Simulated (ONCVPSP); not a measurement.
# How the radius of the d waves shapes an ONCV potential for Ta, part 2 of 2

One potential is built and tested. Then the radius of the d waves is changed, to learn what it costs or gains.

ONCVPSP 4.0.1; first potential PBEsol, scalar-relativistic. Earlier steps stand in the parts before.

## 6. Now with radius of the d waves (bohr) = 3.38

Ta.dat reads:

```
# ATOM AND REFERENCE CONFIGURATION
# atsym  z   nc   nv     iexc    psfile
  Ta 73.00   10    4  -116133      upf
#
#   n    l    f
    1    0    2.00
    2    0    2.00
    2    1    6.00
    3    0    2.00
    3    1    6.00
    3    2   10.00
    4    0    2.00
    4    1    6.00
    4    2   10.00
    4    3   14.00
    5    0    2.00
    5    1    6.00
    5    2    3.00
    6    0    2.00
#
# PSEUDOPOTENTIAL AND OPTIMIZATION
# lmax
    2
#
#   l,   rc,      ep,       ncon, nbas, qcut
    0    1.70    0.00    4    9    9.20
    1    1.75    0.00    4    9    7.80
    2    3.38    0.00    5    9    6.30
#
# LOCAL POTENTIAL
# lloc, lpopt,  rc(5),   dvloc0
    4    1    1.50   -1.00
#
# VANDERBILT-KLEINMAN-BYLANDER PROJECTORs
# l, nproj, debl
    0    2    2.20
    1    2    2.60
    2    1    2.80
#
# MODEL CORE CHARGE
# icmod, fcfact, rcfact
    3    2.25    1.45
#
# LOG DERIVATIVE ANALYSIS
# epsh1, epsh2, depsh
   -4.00    5.00    0.02
#
# OUTPUT GRID
# rlmax, drl
    6.00    0.01
#
# TEST CONFIGURATIONS
# ncnf
    4
# nvcnf
#   n    l    f
    4
    5    0    2.00
    5    1    6.00
    5    2    3.00
    6    0    1.00
#
    4
    5    0    2.00
    5    1    6.00
    5    2    3.00
    6    0    0.00
#
    4
    5    0    2.00
    5    1    6.00
    5    2    2.00
    6    0    0.00
#
    5
    5    0    2.00
    5    1    6.00
    5    2    2.00
    6    0    2.00
    6    1    1.00
#
```

Run with:

```bash
$ oncvpsp.x < Ta.dat > Ta.out
```

The output, Ta.out (without the consistency checks and plot data):

```text
ONCVPSP  (Optimized Norm-Conservinng Vanderbilt PSeudopotential)
scalar-relativistic version 4.0.1

[... all-electron levels as in step 2 ...]

Begin loop to  construct optimized pseudo wave functions
and semi-local pseudopoentials for all angular momenta

Calculating optimized projector #   1

 for l=   0

    Fraction of norm inside rc  0.936320
    Optimizing pswf for qcut=   9.19 a_B^-1,  ecut=  42.23 Ha
    Residual kinetic energy error=  1.11D-08 Ha

    Energy error per electron        Cutoff
         Ha          eV             Ha
         0.01000     0.27211       19.47
         0.00100     0.02721       24.94
         0.00010     0.00272       29.62
         0.00001     0.00027       33.33

Calculating optimized projector #   2

 for l=   0

    Fraction of norm inside rc  0.053770
    Optimizing pswf for qcut=   9.19 a_B^-1,  ecut=  42.23 Ha
    Residual kinetic energy error=  6.71D-09 Ha

    Energy error per electron        Cutoff
         Ha          eV             Ha
         0.01000     0.27211       15.24
         0.00100     0.02721       22.06
         0.00010     0.00272       27.70
         0.00001     0.00027       32.26

   Wellstate for l =  1  n =  7
     eigenvalue =   1.1515
     asymptotic potential =   1.6515
     half-point radius =  4.3629

Calculating optimized projector #   1

 for l=   1

    Fraction of norm inside rc  0.852474
    Optimizing pswf for qcut=   7.80 a_B^-1,  ecut=  30.41 Ha
    Residual kinetic energy error=  1.15D-06 Ha

    Energy error per electron        Cutoff
         Ha          eV             Ha
         0.01000     0.27211        8.29
         0.00100     0.02721       19.12
         0.00010     0.00272       23.91
         0.00001     0.00027       27.22

Calculating optimized projector #   2

 for l=   1

    Fraction of norm inside rc  0.069314
    Optimizing pswf for qcut=   7.80 a_B^-1,  ecut=  30.41 Ha
    Residual kinetic energy error=  2.69D-06 Ha

    Energy error per electron        Cutoff
         Ha          eV             Ha
         0.01000     0.27211        7.56
         0.00100     0.02721       18.57
         0.00010     0.00272       24.33
         0.00001     0.00027       28.32

Calculating optimized projector #   1

 for l=   2

    Fraction of norm inside rc  0.864489
    Optimizing pswf for qcut=   6.30 a_B^-1,  ecut=  19.84 Ha
    Residual kinetic energy error=  2.31D-10 Ha

    Energy error per electron        Cutoff
         Ha          eV             Ha
         0.01000     0.27211        7.62
         0.00100     0.02721        9.99
         0.00010     0.00272       11.94
         0.00001     0.00027       13.58

Construct Vanderbilt / Kleinmman-Bylander projectors

B matrix Hermiticity error, ll=   0
   1   2    3.0875E-04

  Orthonormal projector coefficients  9.9032E+00 -1.8445E-01

B matrix Hermiticity error, ll=   1
   1   2   -3.1572E-04

  Orthonormal projector coefficients  5.0171E+00  6.2675E-01

Model core correction analysis
  based on d2Exc/dn_idn_j

d2excae - all-electron derivatives

   -2.728944D-02   -2.391313D-02   -9.588066D-03   -1.624325D-03
   -2.391313D-02   -2.420744D-02   -1.331349D-02   -2.815296D-03
   -9.588084D-03   -1.331346D-02   -1.779324D-02   -1.434365D-02
   -1.624293D-03   -2.815119D-03   -1.434072D-02   -2.437427D-02

d2excps - pseudofunction derivatives with no core correction

   -4.571097D-02   -3.622192D-02   -1.142227D-02   -2.970957D-03
   -3.622315D-02   -3.235638D-02   -1.492499D-02   -3.705801D-03
   -1.142263D-02   -1.492496D-02   -1.961000D-02   -1.478937D-02
   -2.971154D-03   -3.705668D-03   -1.478647D-02   -2.456592D-02

rms 2nd derivative error    6.753116E-03

rmatch, rhocmatch    0.9832    8.8740

Teter function model core charge with specified parameters

d2excps - pseudofunction derivatives with core correction

   -3.327629D-02   -2.761926D-02   -9.814786D-03   -2.154119D-03
   -2.761944D-02   -2.618498D-02   -1.363721D-02   -3.201591D-03
   -9.814766D-03   -1.363707D-02   -1.926351D-02   -1.474443D-02
   -2.154120D-03   -3.201417D-03   -1.474152D-02   -2.450584D-02

rms 2nd derivative error    2.105019E-03

Pseudoatom total energy  -58.331060

Diagnostic tests using Vanderbilt-Kleinman-Bylander pseudopotentials
  1 or more projectors used as specified by nproj input data

   l    rcore       rmatch      e in        delta e   norm test  slope test

   0   1.7047202   1.7564792  -2.6838649  -0.0000105   1.0002569   1.0002468
   0   1.7047202   1.7564792  -0.2010468   0.0000025   1.0000266   1.0000331

   1   1.7564792   1.8098097  -1.4485286  -0.0000005   1.0001238   1.0001349
   1   1.7564792   1.8098097   1.1514714   0.0000429   1.0003764   1.0003764

   2   3.3917270   3.4947071  -0.1330565  -0.0000001   0.9999990   1.0000020

 Testing for bound ghosts
   n   l    E NL Schr. Eq   E Basis Diag.   E Cutoff

   1   0       -2.683875       -2.683875    120.67
   2   0       -0.201044       -0.144322    120.67

   2   1       -1.448529       -1.448517    128.40

   3   2       -0.133057       -0.132997     30.01

 Testing for highly-localized positive-energy ghosts
       l    <radius>/rc     E Basis Diag.   E Cutoff

       0        0.952900       11.348148    120.67  WARNING - GHOST(+)

Test configuration 0

   n   l     f        eae           eps        diff
   1   0  2.0000-2474.95329610
   2   0  2.0000 -425.23221155
   2   1  6.0000 -372.66675161
   3   0  2.0000  -97.40491763
   3   1  6.0000  -81.77364814
   3   2 10.0000  -63.53412610
   4   0  2.0000  -19.84736048
   4   1  6.0000  -14.71977069
   4   2 10.0000   -8.15949377
   4   3 14.0000   -0.90886811
   5   0  2.0000   -2.68386489   -2.68387541   -1.05D-05
   5   1  6.0000   -1.44852857   -1.44852908   -5.09D-07
   5   2  3.0000   -0.13305646   -0.13305661   -1.42D-07
   6   0  2.0000   -0.20104675   -0.20104427    2.49D-06

    Total energies and differences
      AE_ref= -1.55999090D+04  AE_tst= -1.55999090D+04  dif=  0.00D+00
      PS_ref= -5.83310604D+01  PS_tst= -5.83310604D+01  dif=  7.11D-15
      PSP excitation error= -7.11D-15

Test configuration 1

   n   l     f        eae           eps        diff
   1   0  2.0000-2475.22065207
   2   0  2.0000 -425.49777891
   2   1  6.0000 -372.93238287
   3   0  2.0000  -97.67060523
   3   1  6.0000  -82.03933869
   3   2 10.0000  -63.79970284
   4   0  2.0000  -20.11310129
   4   1  6.0000  -14.98547570
   4   2 10.0000   -8.42508333
   4   3 14.0000   -1.17436111
   5   0  2.0000   -2.94938407   -2.95091974   -1.54D-03
   5   1  6.0000   -1.71468639   -1.71576620   -1.08D-03
   5   2  3.0000   -0.38708451   -0.38743706   -3.53D-04
   6   0  1.0000   -0.42848476   -0.42844344    4.13D-05

    Total energies and differences
      AE_ref= -1.55999090D+04  AE_tst= -1.55995965D+04  dif=  3.13D-01
      PS_ref= -5.83310604D+01  PS_tst= -5.80184100D+01  dif=  3.13D-01
      PSP excitation error= -8.31D-05

Test configuration 2

   n   l     f        eae           eps        diff
   1   0  2.0000-2475.53019363
   2   0  2.0000 -425.80487387
   2   1  6.0000 -373.23957773
   3   0  2.0000  -97.97747807
   3   1  6.0000  -82.34621868
   3   2 10.0000  -64.10648313
   4   0  2.0000  -20.42005018
   4   1  6.0000  -15.29240130
   4   2 10.0000   -8.73188249
   4   3 14.0000   -1.48090065
   5   0  2.0000   -3.25551570   -3.25976702   -4.25D-03
   5   1  6.0000   -2.02035430   -2.02344001   -3.09D-03
   5   2  3.0000   -0.67342967   -0.67432509   -8.95D-04

    Total energies and differences
      AE_ref= -1.55999090D+04  AE_tst= -1.55990461D+04  dif=  8.63D-01
      PS_ref= -5.83310604D+01  PS_tst= -5.74678744D+01  dif=  8.63D-01
      PSP excitation error= -2.14D-04

Test configuration 3

   n   l     f        eae           eps        diff
   1   0  2.0000-2475.99542761
   2   0  2.0000 -426.27188003
   2   1  6.0000 -373.70662739
   3   0  2.0000  -98.44125399
   3   1  6.0000  -82.81001753
   3   2 10.0000  -64.57084315
   4   0  2.0000  -20.88374210
   4   1  6.0000  -15.75631864
   4   2 10.0000   -9.19613166
   4   3 14.0000   -1.94413165
   5   0  2.0000   -3.71461076   -3.72022584   -5.62D-03
   5   1  6.0000   -2.46886269   -2.47312185   -4.26D-03
   5   2  2.0000   -1.07050603   -1.06947215    1.03D-03

    Total energies and differences
      AE_ref= -1.55999090D+04  AE_tst= -1.55981784D+04  dif=  1.73D+00
      PS_ref= -5.83310604D+01  PS_tst= -5.65998658D+01  dif=  1.73D+00
      PSP excitation error= -5.34D-04

Test configuration 4

   n   l     f        eae           eps        diff
   1   0  2.0000-2475.08829417
   2   0  2.0000 -425.37034785
   2   1  6.0000 -372.80476391
   3   0  2.0000  -97.54172006
   3   1  6.0000  -81.91044866
   3   2 10.0000  -63.67130459
   4   0  2.0000  -19.98433308
   4   1  6.0000  -14.85691145
   4   2 10.0000   -8.29695641
   4   3 14.0000   -1.04608551
   5   0  2.0000   -2.81985075   -2.81902346    8.27D-04
   5   1  6.0000   -1.57811651   -1.57760144    5.15D-04
   5   2  2.0000   -0.22768414   -0.22643407    1.25D-03
   6   0  2.0000   -0.25878847   -0.25892049   -1.32D-04
   6   1  1.0000   -0.08611072   -0.08622615   -1.15D-04

    Total energies and differences
      AE_ref= -1.55999090D+04  AE_tst= -1.55997976D+04  dif=  1.11D-01
      PS_ref= -5.83310604D+01  PS_tst= -5.82202356D+01  dif=  1.11D-01
      PSP excitation error=  6.50D-04
```

It took 4.8 s on 1 thread, shared host.

The tests as a table, with energies relative to 5s2 5p6 5d3 6s2.

| valence configuration | charge | ΔE all-electron (eV) | error AE − PS (meV) |
| --- | --- | --- | --- |
| 5s2 5p6 5d3 6s1 | +1 | 8.505 | -2.3 |
| 5s2 5p6 5d3 6s0 | +2 | 23.483 | -5.8 |
| 5s2 5p6 5d2 6s0 | +3 | 47.094 | -15 |
| 5s2 5p6 5d2 6s2 6p1 | 0 | 3.033 | +18 |

Against the first potential, the loose cutoff stays at 25 Ha, the largest test error goes from -9.4 to +18 meV and there is no bound ghost.

## 7. Changed: radius of the d waves (bohr) = 3.68

Edit Ta.dat of step 6 so:

```diff
@@ -27,3 +27,3 @@
     1    1.75    0.00    4    9    7.80
-    2    3.38    0.00    5    9    6.30
+    2    3.68    0.00    5    9    6.30
 #
```

Run with:

```bash
$ oncvpsp.x < Ta.dat > Ta.out
```

What the program wrote to Ta.out (without the consistency checks and plot data):

```text
ONCVPSP  (Optimized Norm-Conservinng Vanderbilt PSeudopotential)
scalar-relativistic version 4.0.1

[... all-electron levels as in step 2 ...]

Begin loop to  construct optimized pseudo wave functions
and semi-local pseudopoentials for all angular momenta

Calculating optimized projector #   1

 for l=   0

    Fraction of norm inside rc  0.936320
    Optimizing pswf for qcut=   9.19 a_B^-1,  ecut=  42.23 Ha
    Residual kinetic energy error=  1.11D-08 Ha

    Energy error per electron        Cutoff
         Ha          eV             Ha
         0.01000     0.27211       19.47
         0.00100     0.02721       24.94
         0.00010     0.00272       29.62
         0.00001     0.00027       33.33

Calculating optimized projector #   2

 for l=   0

    Fraction of norm inside rc  0.053770
    Optimizing pswf for qcut=   9.19 a_B^-1,  ecut=  42.23 Ha
    Residual kinetic energy error=  6.71D-09 Ha

    Energy error per electron        Cutoff
         Ha          eV             Ha
         0.01000     0.27211       15.24
         0.00100     0.02721       22.06
         0.00010     0.00272       27.70
         0.00001     0.00027       32.26

   Wellstate for l =  1  n =  7
     eigenvalue =   1.1515
     asymptotic potential =   1.6515
     half-point radius =  4.3629

Calculating optimized projector #   1

 for l=   1

    Fraction of norm inside rc  0.852474
    Optimizing pswf for qcut=   7.80 a_B^-1,  ecut=  30.41 Ha
    Residual kinetic energy error=  1.15D-06 Ha

    Energy error per electron        Cutoff
         Ha          eV             Ha
         0.01000     0.27211        8.29
         0.00100     0.02721       19.12
         0.00010     0.00272       23.91
         0.00001     0.00027       27.22

Calculating optimized projector #   2

 for l=   1

    Fraction of norm inside rc  0.069314
    Optimizing pswf for qcut=   7.80 a_B^-1,  ecut=  30.41 Ha
    Residual kinetic energy error=  2.69D-06 Ha

    Energy error per electron        Cutoff
         Ha          eV             Ha
         0.01000     0.27211        7.56
         0.00100     0.02721       18.57
         0.00010     0.00272       24.33
         0.00001     0.00027       28.32

Calculating optimized projector #   1

 for l=   2

    Fraction of norm inside rc  0.899993
    Optimizing pswf for qcut=   6.30 a_B^-1,  ecut=  19.87 Ha
    Residual kinetic energy error=  1.86D-10 Ha

    Energy error per electron        Cutoff
         Ha          eV             Ha
         0.01000     0.27211        7.03
         0.00100     0.02721        9.21
         0.00010     0.00272       11.10
         0.00001     0.00027       12.84

Construct Vanderbilt / Kleinmman-Bylander projectors

B matrix Hermiticity error, ll=   0
   1   2    3.0875E-04

  Orthonormal projector coefficients  9.9032E+00 -1.8445E-01

B matrix Hermiticity error, ll=   1
   1   2   -3.1572E-04

  Orthonormal projector coefficients  5.0171E+00  6.2675E-01

Model core correction analysis
  based on d2Exc/dn_idn_j

d2excae - all-electron derivatives

   -2.728944D-02   -2.391313D-02   -9.588066D-03   -1.624325D-03
   -2.391313D-02   -2.420744D-02   -1.331349D-02   -2.815296D-03
   -9.588084D-03   -1.331346D-02   -1.779324D-02   -1.434365D-02
   -1.624293D-03   -2.815119D-03   -1.434072D-02   -2.437427D-02

d2excps - pseudofunction derivatives with no core correction

   -4.589254D-02   -3.636090D-02   -1.084019D-02   -2.972618D-03
   -3.636215D-02   -3.245936D-02   -1.451364D-02   -3.685397D-03
   -1.084051D-02   -1.451356D-02   -1.995985D-02   -1.492415D-02
   -2.972820D-03   -3.685263D-03   -1.492130D-02   -2.451796D-02

rms 2nd derivative error    6.803729E-03

rmatch, rhocmatch    0.9891    8.5427

Teter function model core charge with specified parameters

d2excps - pseudofunction derivatives with core correction

   -3.351937D-02   -2.778326D-02   -9.376170D-03   -2.162212D-03
   -2.778345D-02   -2.628495D-02   -1.332285D-02   -3.185515D-03
   -9.376129D-03   -1.332267D-02   -1.965652D-02   -1.489092D-02
   -2.162215D-03   -3.185339D-03   -1.488806D-02   -2.446056D-02

rms 2nd derivative error    2.209449E-03

Pseudoatom total energy  -58.218476

Diagnostic tests using Vanderbilt-Kleinman-Bylander pseudopotentials
  1 or more projectors used as specified by nproj input data

   l    rcore       rmatch      e in        delta e   norm test  slope test

   0   1.7047202   1.7564792  -2.6838649  -0.0000105   1.0002569   1.0002468
   0   1.7047202   1.7564792  -0.2010468   0.0000025   1.0000266   1.0000331

   1   1.7564792   1.8098097  -1.4485286  -0.0000005   1.0001238   1.0001349
   1   1.7564792   1.8098097   1.1514714   0.0000429   1.0003764   1.0003764

   2   3.6880144   3.7999905  -0.1330565  -0.0000001   0.9999989   1.0000016

 Testing for bound ghosts
   n   l    E NL Schr. Eq   E Basis Diag.   E Cutoff

   1   0       -2.683875       -2.683875    120.67
   2   0       -0.201044       -0.144322    120.67

   2   1       -1.448529       -1.448517    128.40

   3   2       -0.133057       -0.133032     25.40

 Testing for highly-localized positive-energy ghosts
       l    <radius>/rc     E Basis Diag.   E Cutoff

       0        0.952900       11.348148    120.67  WARNING - GHOST(+)

       2        0.943510       10.063767     25.40  WARNING - GHOST(+)

Test configuration 0

   n   l     f        eae           eps        diff
   1   0  2.0000-2474.95329610
   2   0  2.0000 -425.23221155
   2   1  6.0000 -372.66675161
   3   0  2.0000  -97.40491763
   3   1  6.0000  -81.77364814
   3   2 10.0000  -63.53412610
   4   0  2.0000  -19.84736048
   4   1  6.0000  -14.71977069
   4   2 10.0000   -8.15949377
   4   3 14.0000   -0.90886811
   5   0  2.0000   -2.68386489   -2.68387541   -1.05D-05
   5   1  6.0000   -1.44852857   -1.44852908   -5.09D-07
   5   2  3.0000   -0.13305646   -0.13305656   -9.63D-08
   6   0  2.0000   -0.20104675   -0.20104427    2.49D-06

    Total energies and differences
      AE_ref= -1.55999090D+04  AE_tst= -1.55999090D+04  dif=  0.00D+00
      PS_ref= -5.82184764D+01  PS_tst= -5.82184764D+01  dif=  4.12D-13
      PSP excitation error= -4.12D-13

Test configuration 1

   n   l     f        eae           eps        diff
   1   0  2.0000-2475.22065207
   2   0  2.0000 -425.49777891
   2   1  6.0000 -372.93238287
   3   0  2.0000  -97.67060523
   3   1  6.0000  -82.03933869
   3   2 10.0000  -63.79970284
   4   0  2.0000  -20.11310129
   4   1  6.0000  -14.98547570
   4   2 10.0000   -8.42508333
   4   3 14.0000   -1.17436111
   5   0  2.0000   -2.94938407   -2.95159992   -2.22D-03
   5   1  6.0000   -1.71468639   -1.71632121   -1.63D-03
   5   2  3.0000   -0.38708451   -0.38766108   -5.77D-04
   6   0  1.0000   -0.42848476   -0.42849355   -8.79D-06

    Total energies and differences
      AE_ref= -1.55999090D+04  AE_tst= -1.55995965D+04  dif=  3.13D-01
      PS_ref= -5.82184764D+01  PS_tst= -5.79058163D+01  dif=  3.13D-01
      PSP excitation error= -9.28D-05

Test configuration 2

   n   l     f        eae           eps        diff
   1   0  2.0000-2475.53019363
   2   0  2.0000 -425.80487387
   2   1  6.0000 -373.23957773
   3   0  2.0000  -97.97747807
   3   1  6.0000  -82.34621868
   3   2 10.0000  -64.10648313
   4   0  2.0000  -20.42005018
   4   1  6.0000  -15.29240130
   4   2 10.0000   -8.73188249
   4   3 14.0000   -1.48090065
   5   0  2.0000   -3.25551570   -3.26166539   -6.15D-03
   5   1  6.0000   -2.02035430   -2.02504379   -4.69D-03
   5   2  3.0000   -0.67342967   -0.67498883   -1.56D-03

    Total energies and differences
      AE_ref= -1.55999090D+04  AE_tst= -1.55990461D+04  dif=  8.63D-01
      PS_ref= -5.82184764D+01  PS_tst= -5.73550668D+01  dif=  8.63D-01
      PSP excitation error= -4.38D-04

Test configuration 3

   n   l     f        eae           eps        diff
   1   0  2.0000-2475.99542761
   2   0  2.0000 -426.27188003
   2   1  6.0000 -373.70662739
   3   0  2.0000  -98.44125399
   3   1  6.0000  -82.81001753
   3   2 10.0000  -64.57084315
   4   0  2.0000  -20.88374210
   4   1  6.0000  -15.75631864
   4   2 10.0000   -9.19613166
   4   3 14.0000   -1.94413165
   5   0  2.0000   -3.71461076   -3.72064509   -6.03D-03
   5   1  6.0000   -2.46886269   -2.47355644   -4.69D-03
   5   2  2.0000   -1.07050603   -1.06802083    2.49D-03

    Total energies and differences
      AE_ref= -1.55999090D+04  AE_tst= -1.55981784D+04  dif=  1.73D+00
      PS_ref= -5.82184764D+01  PS_tst= -5.64872342D+01  dif=  1.73D+00
      PSP excitation error= -5.82D-04

Test configuration 4

   n   l     f        eae           eps        diff
   1   0  2.0000-2475.08829417
   2   0  2.0000 -425.37034785
   2   1  6.0000 -372.80476391
   3   0  2.0000  -97.54172006
   3   1  6.0000  -81.91044866
   3   2 10.0000  -63.67130459
   4   0  2.0000  -19.98433308
   4   1  6.0000  -14.85691145
   4   2 10.0000   -8.29695641
   4   3 14.0000   -1.04608551
   5   0  2.0000   -2.81985075   -2.81780748    2.04D-03
   5   1  6.0000   -1.57811651   -1.57665683    1.46D-03
   5   2  2.0000   -0.22768414   -0.22537049    2.31D-03
   6   0  2.0000   -0.25878847   -0.25896678   -1.78D-04
   6   1  1.0000   -0.08611072   -0.08630044   -1.90D-04

    Total energies and differences
      AE_ref= -1.55999090D+04  AE_tst= -1.55997976D+04  dif=  1.11D-01
      PS_ref= -5.82184764D+01  PS_tst= -5.81081268D+01  dif=  1.10D-01
      PSP excitation error=  1.13D-03
```

It took 4.7 s on 1 thread, shared host.

Energies count from the reference configuration 5s2 5p6 5d3 6s2; the error is all-electron less pseudo.

```tsv
valence configuration	charge	ΔE all-electron (eV)	error AE − PS (meV)
5s2 5p6 5d3 6s1	+1	8.505	-2.5
5s2 5p6 5d3 6s0	+2	23.483	-12
5s2 5p6 5d2 6s0	+3	47.094	-16
5s2 5p6 5d2 6s2 6p1	0	3.034	+31
```

Against the first potential, the loose cutoff stays at 25 Ha, the largest test error goes from -9.4 to +31 meV and there is no bound ghost.

## 8. Results

The summary covers parts 1 to 2.

Cutoffs, loose and tight: the cutoffs (Ha) at which the residual kinetic energy of the hardest occupied pseudo-wave falls to 1 and 0.1 mHa per electron; empty and scattering waves don't count. The number of plane waves in a given cell goes as the cutoff to the power 3/2; it is given for the loose cutoff, relative to the first potential. Test errors are all-electron less pseudo. The phase difference is the largest within 0.5 Ha of zero, over the channels with partial waves.

| radius of the d waves (bohr) | outcome | cutoff, loose | cutoff, tight | plane waves, relative | bound ghosts | largest test error (meV) | phase difference near zero (rad) | swept channel's first wave, loose cutoff |
| --- | --- | --- | --- | --- | --- | --- | --- | --- |
| 2.32 (first) | generated | 25 Ha | 30 Ha | 1.00 | none | -9.4 | 0.001 | 13 Ha |
| 3.38 | generated | 25 Ha | 30 Ha | 1.00 | none | +18 | 0.023 | 10.0 Ha |
| 3.68 | generated | 25 Ha | 30 Ha | 1.00 | none | +31 | 0.080 | 9.2 Ha |

In words: The loose cutoff is 25 Ha at 2.32, 25 Ha at 3.38 and 25 Ha at 3.68. The cutoff of the swept channel's first wave is 13 Ha at 2.32, 10.0 Ha at 3.38 and 9.2 Ha at 3.68. The largest test error is 9.4 meV at 2.32, 18 meV at 3.38 and 31 meV at 3.68.

The first potential by itself. The worst unpolarised test, 5s2 5p6 5d2 6s0, is off by 9.4 meV on 47.1 eV; by total energies transferability rates as good. By its cutoff, 25 Ha for the looser tolerance, it is of middling hardness. It is free of bound ghosts as far as tested.
